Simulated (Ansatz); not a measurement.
# TaRu: the cost of one run

Computed with Ansatz 0.2.0 (DFT PBEsol, scalar-relativistic, plane waves, PAW, unless a step's input says otherwise).

**1. The system as given**

The structure is orthorhombic, space group Cmmm (No. 65). The conventional cell has a = 3.308 Å, b = 4.683 Å, c = 4.162 Å, α = 90.00°, β = 90.00°, γ = 90.00°. Around Ta (site symmetry mmm) lie 4 Ru at 2.66 Å and 4 Ta at 2.87 Å. Ru (site symmetry mmm) is surrounded by 4 Ta at 2.66 Å and 4 Ru at 2.87 Å.

Coordinates:

```
Ta Ru
1.0
     1.65412   -2.34161    0.00000
     1.65412    2.34161    0.00000
     0.00000    0.00000    4.16242
Ta Ru
1 1
Direct
  0.50000 0.50000 0.50000
  0.00000 0.00000 0.00000
```

It goes back to an entry of the Materials Project, which need not be the stable form.

The cell is taken as given, not relaxed at this level.

**2. Zero of energy**

Reference values: F = -15623.2080 eV; pressure -8.70 GPa; largest force 0.000 eV/Å; gap on the mesh none (metal). It was computed beforehand with the settings of the runs below.

**3. The scan: a two-dimensional strain map**

The cell is strained by p along both x and y and by q along z, with fractional coordinates fixed.

**4. At p = -0.080, q = -0.080**

input.yaml reads:

```yaml
crystal:
  lattice:
    - [1.52179224, -2.15428396, 0.0]
    - [1.52179224, 2.15428396, 0.0]
    - [0.0, 0.0, 3.82942916]
  atoms:
    - { symbol: Ta, position: [0.5, 0.5, 0.5] }
    - { symbol: Ru, position: [0.0, 0.0, 0.0] }
basis:
  ecutwfc: 420
kpoints:
  mp_grid: { grid: [18, 18, 12] }
hamiltonian:
  xc: pbesol
scf:
  occupations: { method: gaussian, width: 0.15 }
output:
  forces: true
  stress: true
  eigenvalues: true
```

Run with:

```
$ ansatz run input.yaml --threads 1 --pin off --max-ram 2560MiB --backend cpu --events-out ev --progress --plain --runs-dir out
```

Q: Estimate wall time and peak memory on 1 thread of Intel Xeon at 2.50GHz (Skylake/Cascade Lake), shared host.

About 30 s, with a peak of 0.55 GiB.
